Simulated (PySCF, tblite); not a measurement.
**B₄H₇N₃O₃, a small molecule taken as a stand-in for a surface group (BN ring, B edge): NMR shifts, core binding energies and electronic excitations**

What NMR shifts, core binding energies and electronic excitations should one expect for `OB(O)OB1NBNBN1`?

Programs: tblite 0.8.0 and PySCF 2.14.0. All values are calculated, for the isolated system unless a continuum is named. Atoms count from 0, parts from 1.

### Step 1. The system as given

17 atoms, charge 0, multiplicity 1; geometry: distance geometry start.

### Step 2. Geometry optimisation with GFN2-xTB

The job: settings as JSON, then the geometry in Å.

```
{"job": {"kind": "relax", "xc": "GFN2-xTB", "basis": "xTB"}, "charge": 0, "multiplicity": 1}
N     -1.152614    -1.900417     0.754729
B     -2.269598    -1.473440    -0.261378
N     -1.752267    -0.957192    -1.646453
B     -0.354091    -1.484494    -2.043776
N      0.753540    -1.404122    -0.969661
B      0.247437    -1.314527     0.482911
O      0.615915    -0.093767     1.251531
B     -0.297321     1.052757     1.546642
O     -0.947716     1.710178     0.350780
O     -1.175476     0.883222     2.767104
H     -1.455122    -1.909784     1.742741
H     -3.217337    -2.090767    -0.264132
H     -1.980554    -0.020139    -1.916216
H     -0.021981    -1.209325    -3.123664
H      1.573340    -1.978616    -1.135425
H     -1.835547     1.545801     0.015232
H     -1.519397     0.031992     3.096632
```

With the program's defaults for keys left out, this is: GFN2-xTB geometry optimisation, gas phase.

Run with:

```sh
$ OMP_NUM_THREADS=1 python cluster_run.py task.json out
```

This one command runs all jobs of the session in turn.

**Question.** The jobs that follow are: PBE0-D3(BJ)/def2-SVP geometry optimisation, gas phase; GIAO PBE0/pcSseg-1 NMR shielding, non-relativistic, gas phase; delta-SCF UKS SCAN, pcX-2 on the ionised atom, pcseg-1 elsewhere, spin-free X2C; TDDFT CAM-B3LYP/def2-SVPD, vertical, gas phase, core orbitals frozen in the response. Predict: point group; rotational constants (main isotopes); $^{1}$H shifts against TMS (PBE0/pcSseg-1); $^{15}$N shifts against NH3 (PBE0/pcSseg-1); $^{11}$B shifts against BF3·OEt2 (PBE0/pcSseg-1); $^{17}$O shifts against H2O (PBE0/pcSseg-1); N1s binding energies, SCAN/pcX-2 (standing for 2 of 3 atoms); B1s binding energies, SCAN/pcX-2 (standing for 2 of 4 atoms); O1s binding energies, SCAN/pcX-2 (standing for 1 of 3 atoms); lowest singlet (CAM-B3LYP/def2-SVPD); brightest single state of those computed; lowest triplet; vertical ionisation energy (ΔSCF).

As calculated:

| quantity | value |
| --- | --- |
| point group | Cs |
| rotational constants (main isotopes) | 3.47, 0.75, 0.62 GHz |
| $^{1}$H shifts against TMS (PBE0/pcSseg-1) | 6.38, 5.31, 4.74, 4.72, 4.66, 3.32, 3.10 ppm |
| $^{15}$N shifts against NH3 (PBE0/pcSseg-1) | 141.0, 127.1, 126.9 ppm |
| $^{11}$B shifts against BF3·OEt2 (PBE0/pcSseg-1) | 28.6, 28.5, 21.9, 18.6 ppm |
| $^{17}$O shifts against H2O (PBE0/pcSseg-1) | 124.0, 90.0, 84.0 ppm |
| N1s binding energies, SCAN/pcX-2 (standing for 2 of 3 atoms) | N0 404.45, N4 404.29 eV |
| B1s binding energies, SCAN/pcX-2 (standing for 2 of 4 atoms) | B5 196.76, B1 195.62 eV |
| O1s binding energies, SCAN/pcX-2 (standing for 1 of 3 atoms) | O6 538.43 eV |
| lowest singlet (CAM-B3LYP/def2-SVPD) | 6.99 eV (177 nm), f = 0.021 |
| brightest single state of those computed | state 5, 7.94 eV, f = 0.104 |
| lowest triplet | 6.49 eV |
| vertical ionisation energy (ΔSCF) | 9.88 eV |

The start of the PBE0/def2-SVP relaxation was shaken at random by about 0.01 Å, so part of the energy gained, and of the first lengths quoted, undoes that. Relaxing lowered the energy by 0.201 eV in 6 steps; the close pair that moved most is B3–H13, from 1.141 to 1.210 Å (PBE0/def2-SVP). At PBE0/pcSseg-1: The largest span, 248 ppm, is at N2, where the paramagnetic term is -198 ppm. At SCAN/pcX-2: N0 (nitrogen bonded to 2 B, H) binds its N1s electron 0.16 eV more tightly than N4 (nitrogen bonded to 2 B, H). Only 2 of the 3 N atoms are covered by sound results. At SCAN/pcX-2: The B1s levels kept as sound span 1.14 eV, from B1 (boron bonded to 2 N, H) up to B5 (boron bonded to 2 N, O). Only 2 of the 4 B atoms are covered by sound results. The first singlet state (HOMO→LUMO+3 0.76, HOMO−1→LUMO+6 0.20) lies at 6.99 eV and is weak; of the 6 states computed, the strongest absorption comes from state 5 at 7.94 eV. The lowest triplet lies 0.50 eV below the lowest singlet (triplets in Tamm-Dancoff, singlets in full TDDFT). The orbital energy would give 9.17 eV for ionisation, ΔSCF gives 9.88 eV. A capped cluster stands for the solid here, so long-range fields and strain are missing, and bands or shifts of the capping hydrogens have no counterpart in it.
